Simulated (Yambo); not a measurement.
Input of a Yambo 5.3.0 run:

Contents of optics1.in:

```
optics
chi
Chimod= "HARTREE"
% BndsRnXd
 1 | 29 |
%
NGsBlkXd= 2 Ry
% LongDrXd
 1 | 0 | 0 |
%
% QpntsRXd
 1 | 1 |
%
% EnRngeXd
 0 | 20 | eV
%
% DmRngeXd
 0.1 | 0.1 | eV
%
ETStpsXd= 200
```

scf.in

```
&CONTROL
  calculation = 'scf'
  prefix = 'pwscf'
  outdir = './tmp'
  pseudo_dir = './pseudo'
/
&SYSTEM
  ibrav = 0
  nat = 2
  ntyp = 1
  ecutwfc = 78
  nbnd = 21
  occupations = 'smearing'
  smearing = 'fd'
  degauss = 0.00367493
  force_symmorphic = .true.
/
&ELECTRONS
  conv_thr = 4d-10
  electron_maxstep = 120
  mixing_beta = 0.5
/
ATOMIC_SPECIES
Ge    72.6300 Ge.upf
CELL_PARAMETERS angstrom
   0.0000000000    2.8289100000    2.8289100000
   2.8289100000    0.0000000000    2.8289100000
   2.8289100000    2.8289100000    0.0000000000
ATOMIC_POSITIONS crystal
Ge     0.7500000000    0.7500000000    0.7500000000
Ge     0.5000000000    0.5000000000    0.5000000000
K_POINTS automatic
12 12 12 0 0 0
```

nscf.in

```
&CONTROL
  calculation = 'nscf'
  prefix = 'pwscf'
  outdir = './tmp'
  pseudo_dir = './pseudo'
/
&SYSTEM
  ibrav = 0
  nat = 2
  ntyp = 1
  ecutwfc = 78
  nbnd = 34
  occupations = 'smearing'
  smearing = 'fd'
  degauss = 0.00367493
  force_symmorphic = .true.
/
&ELECTRONS
  conv_thr = 1d-08
  diago_full_acc = .true.
  diago_thr_init = 1d-06
/
ATOMIC_SPECIES
Ge    72.6300 Ge.upf
CELL_PARAMETERS angstrom
   0.0000000000    2.8289100000    2.8289100000
   2.8289100000    0.0000000000    2.8289100000
   2.8289100000    2.8289100000    0.0000000000
ATOMIC_POSITIONS crystal
Ge     0.7500000000    0.7500000000    0.7500000000
Ge     0.5000000000    0.5000000000    0.5000000000
K_POINTS automatic
12 12 12 0 0 0
```

Potentials or basis: PseudoDojo 0.4.1 SR PBEsol standard.

The run is started by

```sh
$ OMP_NUM_THREADS=1 pw.x -in scf.in > scf.out
$ OMP_NUM_THREADS=1 pw.x -in nscf.in > nscf.out
$ cd tmp/pwscf.save; p2y; mv SAVE ../..; cd ../..
$ OMP_NUM_THREADS=1 yambo
$ OMP_NUM_THREADS=1 yambo -F optics1.in -J optics1 -C optics1_out
```

Question: Estimate the band gap on the k mesh, mean-field level.

Answer: None (metal or under the smearing width).

Dielectric function (along the field direction of the input):
| energy (eV) | real part | imaginary part |
| --- | --- | --- |
| 0.30 | -16.65 | 29.49 |
| 0.90 | 23.44 | 4.95 |
| 1.61 | -0.06 | 26.60 |
| 2.31 | 10.25 | 12.66 |
| 3.02 | 12.22 | 17.01 |
| 3.62 | 5.00 | 27.04 |
| 4.32 | -1.60 | 17.33 |
| 5.03 | -7.60 | 9.88 |
| 5.73 | -5.03 | 5.19 |
| 6.33 | -3.84 | 6.37 |
| 7.04 | -4.12 | 2.02 |
| 7.74 | -3.15 | 1.80 |
| 8.44 | -2.42 | 1.95 |
| 9.05 | -2.12 | 1.40 |
| 9.75 | -1.77 | 0.94 |
| 10.45 | -1.64 | 1.01 |
| 11.16 | -1.06 | 0.67 |
| 11.76 | -0.84 | 0.59 |
| 12.46 | -0.60 | 0.46 |
| 13.17 | -0.43 | 0.44 |
| 13.87 | -0.33 | 0.35 |
| 14.47 | -0.18 | 0.26 |
| 15.18 | -0.08 | 0.28 |
| 15.88 | 0.05 | 0.23 |
| 16.58 | 0.10 | 0.20 |
| 17.19 | 0.18 | 0.21 |
| 17.89 | 0.23 | 0.17 |
| 18.59 | 0.27 | 0.14 |
| 19.30 | 0.37 | 0.09 |
| 20.00 | 0.42 | 0.08 |

Caveat: the intraband (Drude) term of the metal is left out; the ground state has no gap, which makes the many-body step unreliable; these spectra lack excitons; this crystal is a semiconductor, whose small gap the functional closes, so the metal is an error of the method.

**The experiment to reproduce.**

From “Electronic and optical properties of SixGe1-x-ySny alloys lattice-matched to Ge”, 2021, arxiv:2109.02782, for a bulk crystal of Ge at 300 K: band gap 0.807 eV (direct).

A measured gap of Ge is 0.807 eV (direct; 300 K; “Electronic and optical properties of SixGe1-x-ySny alloys lattice-matched to Ge”, 2021, arxiv:2109.02782); the calculated 0.00 eV misses it by -0.81 eV. 3 values of this kind are on record (0.666 to 0.807 eV); this one was drawn at random among those near their median. Spin-orbit coupling on Ge is left out. The value is that of PBEsol on a finite k mesh, which can miss the band edges, without temperature or zero-point motion. Semilocal functionals fall short of measured gaps as a rule.
